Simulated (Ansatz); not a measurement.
# AsH3 (SMILES [H][As]([H])[H]): levels of theory compared

We compute a comparison of 6 runs (UHF/STO-3G, SVWN5/STO-3G, wB97M-V/STO-3G, RPA@PBE/STO-3G, CCSD/STO-3G, FCI/STO-3G) of AsH3. 

Program for the calculation: Ansatz 0.2.0.

32 further runs of the same task are left out: 2 that didn't finish, 30 set aside as unsound or not needed.

## (1) The molecule

The species is AsH3 (4 atoms), meant as a singlet with charge 0. SMILES: `[H][As]([H])[H]`. The H2–As1 distance was set to 2.244 Å, away from the relaxed value. At this shape a bond of the SMILES string is far longer than usual.

Bond lengths: As1–H3 1.496 Å, As1–H4 1.496 Å. Angles: H3–As1–H4 89.1°.

## (2) The energy at UHF/STO-3G (run 1)

The input, in.yaml:

```yaml
crystal:
  periodic: [false, false, false]
  atoms:
    - {symbol: As, position_ang: [-0.614833, 0.023161, 1.087943]}
    - {symbol: H, position_ang: [1.216520, -0.029700, -0.207950]}
    - {symbol: H, position_ang: [-1.193243, 1.078701, 0.199633]}
    - {symbol: H, position_ang: [-1.239833, -1.019309, 0.216293]}
basis:
  gaussian:
    orbitals: STO-3G
magnetization:
  spin_polarized: true
  initial_magnetization: 0
hamiltonian:
  xc: hf
accuracy: high
```

Launch:

```bash
$ ansatz run in.yaml --threads 1 --pin off --max-ram 2610MiB --events-out events.jsonl --progress --plain --runs-dir runs
```

What it wrote:

```text
Warning: RAYON_NUM_THREADS=1 ignored (pool sized by the plan → 1); use --threads N
Functional definition: HF
  name "HF"
  exchange = exact_x
  correlation = 0
258 factors; integrals over basis functions are off by at most 1.3e-8 eV
mean field evaluation 1: about -60160.7069 eV, gradient 3.4e0 eV
mean field evaluation 2: about -60160.7091 eV, gradient 3.4e0 eV
mean field evaluation 4: about -60160.8729 eV, gradient 2.4e-1 eV
mean field evaluation 8: about -60160.8739 eV, gradient 4.0e-6 eV
mean field evaluation 16: about -60161.7060 eV, gradient 6.3e-2 eV
mean field evaluation 32: about -60161.7061 eV, gradient 3.3e-8 eV
mean field -60161.70612877 eV, -2210.9019211633 hartree, gradient 2.7e-8 eV, S^2 0.667164; 4 other end points of the search recorded, 0 dependent functions left out
reference -60161.70612877 eV, -2210.9019211633 hartree; 18, 18 occupied and 3, 3 virtual orbitals, 258 factors
Total energy: -60161.70612877 eV, -2210.9019211633 hartree
```

It took 0.22 s on 1 thread of Arm Neoverse V1, shared host.

## (3) A single-point energy at SVWN5/STO-3G (run 2)

The input, job.yaml:

```yaml
crystal:
  periodic: [false, false, false]
  atoms:
    - {symbol: As, position_ang: [-0.614833, 0.023161, 1.087943]}
    - {symbol: H, position_ang: [1.216520, -0.029700, -0.207950]}
    - {symbol: H, position_ang: [-1.193243, 1.078701, 0.199633]}
    - {symbol: H, position_ang: [-1.239833, -1.019309, 0.216293]}
basis:
  gaussian: {orbitals: STO-3G}
hamiltonian: {xc: {name: SVWN5}}
accuracy: high
```

Launch:

```bash
$ ansatz run job.yaml --threads 1 --pin off --max-ram 2610MiB --events-out events.jsonl --progress --plain --runs-dir runs
```

What it wrote:

```text
Warning: RAYON_NUM_THREADS=1 ignored (pool sized by the plan → 1); use --threads N
Functional definition: SVWN5
  name "SVWN5"
  exchange = slater_x
  correlation = vwn5_c
258 factors; integrals over basis functions are off by at most 1.3e-8 eV
mean field evaluation 1: about -60102.2062 eV, gradient 8.9e0 eV
mean field evaluation 2: about -60100.0921 eV, gradient 1.9e1 eV
mean field evaluation 4: about -60102.5828 eV, gradient 5.3e-1 eV
mean field evaluation 8: about -60102.5350 eV, gradient 1.7e-1 eV
mean field evaluation 16: about -60102.5352 eV, gradient 1.1e-8 eV
mean field -60102.53520028 eV, -2208.7274296486 hartree, gradient 1.1e-8 eV, S^2 0.000000; 0 other end points of the search recorded, 0 dependent functions left out
reference -60102.53520188 eV, -2208.7274297074 hartree; 18, 18 occupied and 3, 3 virtual orbitals, 258 factors
Total energy: -60102.53520188 eV, -2208.7274297074 hartree
```

Wall time 0.54 s (1 thread of Arm Neoverse V1, shared host).

Run 3 isn't shown in full; the table further down has it.

## (4) The energy at RPA@PBE/STO-3G (run 4)

The input, run.yaml:

```yaml
crystal:
  periodic: [false, false, false]
  atoms:
    - {symbol: As, position_ang: [-0.614833, 0.023161, 1.087943]}
    - {symbol: H, position_ang: [1.216520, -0.029700, -0.207950]}
    - {symbol: H, position_ang: [-1.193243, 1.078701, 0.199633]}
    - {symbol: H, position_ang: [-1.239833, -1.019309, 0.216293]}
basis:
  gaussian:
    orbitals: STO-3G
hamiltonian:
  xc: pbe
correlation:
  method: rpa
  frozen_orbitals: {As: 9, H: 0}
accuracy: high
```

Launch:

```bash
$ ansatz run run.yaml --threads 1 --pin off --max-ram 2610MiB --events-out events.jsonl --progress --plain --runs-dir runs
```

What it wrote:

```text
Warning: RAYON_NUM_THREADS=1 ignored (pool sized by the plan → 1); use --threads N
Functional definition: PBE
  name "PBE"
  parameter kappa = 0.804
  parameter beta = 0.06672455060314922
  exchange = pbe_x(kappa = kappa, mu = beta*pi^2/3)
  correlation = pbe_c(beta = beta)
258 factors; integrals over basis functions are off by at most 1.3e-8 eV
mean field evaluation 1: about -60187.1139 eV, gradient 1.2e1 eV
mean field evaluation 2: about -60187.0721 eV, gradient 1.2e1 eV
mean field evaluation 4: about -60187.6849 eV, gradient 4.7e0 eV
mean field evaluation 8: about -60187.8153 eV, gradient 2.3e-2 eV
mean field evaluation 16: about -60187.8149 eV, gradient 1.5e-8 eV
mean field -60187.81492308 eV, -2211.8614016571 hartree, gradient 1.5e-8 eV, S^2 0.000000; 0 other end points of the search recorded, 0 dependent functions left out
9 core orbitals not correlated: weight in the atoms' cores, before any rotation towards them, 1.000 or more for the frozen orbitals, at most 0.000 for the correlated occupied ones
reference -60160.43453683 eV, -2210.8551910214 hartree; 9, 9 occupied and 3, 3 virtual orbitals, 258 factors
Total energy: -60164.33398961 eV, -2210.9984932677 hartree
```

Run time: 1.1 s. Hardware: 1 thread of Arm Neoverse V1, shared host.

Run 5 isn't shown in full; the table further down has it.

## (5) A single-point energy at FCI/STO-3G (run 6)

The input, molecule.yaml:

```yaml
crystal:
  periodic: [false, false, false]
  atoms:
    - {symbol: As, position_ang: [-0.614833, 0.023161, 1.087943]}
    - {symbol: H, position_ang: [1.216520, -0.029700, -0.207950]}
    - {symbol: H, position_ang: [-1.193243, 1.078701, 0.199633]}
    - {symbol: H, position_ang: [-1.239833, -1.019309, 0.216293]}
basis:
  gaussian: {orbitals: STO-3G}
correlation: {method: fci, frozen_orbitals: {As: 9, H: 0}}
accuracy: high
```

Launch:

```bash
$ ansatz run molecule.yaml --threads 1 --pin off --max-ram 2610MiB --events-out events.jsonl --progress --plain --runs-dir runs
```

What it wrote:

```text
Warning: RAYON_NUM_THREADS=1 ignored (pool sized by the plan → 1); use --threads N
[... 4 set-up lines as earlier in the session ...]
258 factors; integrals over basis functions are off by at most 1.3e-8 eV
mean field evaluation 1: about -60160.7069 eV, gradient 4.8e0 eV
mean field evaluation 2: about -60160.7091 eV, gradient 4.7e0 eV
mean field evaluation 4: about -60160.8729 eV, gradient 3.4e-1 eV
mean field evaluation 8: about -60160.8739 eV, gradient 1.4e-7 eV
mean field -60160.87393475 eV, -2210.8713385970 hartree, gradient 2.0e-8 eV, S^2 0.000000; 0 other end points of the search recorded, 0 dependent functions left out; unrestricted orbitals would lower it
mean field evaluation 16: about -60161.7054 eV, gradient 1.5e-1 eV
9 core orbitals not correlated: weight in the atoms' cores, before any rotation towards them, 1.000 or more for the frozen orbitals, at most 0.000 for the correlated occupied ones
reference -60160.87393475 eV, -2210.8713385970 hartree; 9, 9 occupied and 3, 3 virtual orbitals, 258 factors
state -60163.76582558 eV, -2210.9776136250 hartree
Total energy: -60163.76582558 eV, -2210.9776136250 hartree
```

Wall time 0.3 s (1 thread of Arm Neoverse V1, shared host).

## (6) All runs side by side

```csv
run,level,frozen core orbitals,energy (Eh),wall time
1,UHF/STO-3G,–,-2210.901921,0.22 s
2,SVWN5/STO-3G,–,-2208.727430,0.54 s
3,wB97M-V/STO-3G,–,-2212.329196,11 s
4,RPA@PBE/STO-3G,9,-2210.998493,1.1 s
5,CCSD/STO-3G,9,-2210.977388,0.16 s
6,FCI/STO-3G,9,-2210.977614,0.3 s
```

## (7) Summary of results

```
                                          quantity           value
                               run 6: total energy  -2210.97761 Eh
run 6: correlation energy (9 core orbitals frozen)      -106.3 mEh
```

Against full CI in this basis: UHF +75.7 mEh; CCSD +0.2 mEh. Totals of different functionals can't be ranked against each other. In run 5 the log says that unrestricted orbitals would lower the reference, so the values rest on an unstable closed-shell determinant (other closed-shell runs at this shape may share the fault). In runs 1, 2, 3, 4, 5, 6 the basis is minimal, so the values are rough. Spin contamination of the reference: run 1 ⟨S²⟩ = 0.67. Where it is this large, the reference is a mixture of spin states, and values that rest on it are in doubt. All runs together took 13 s, the longest 11 s.
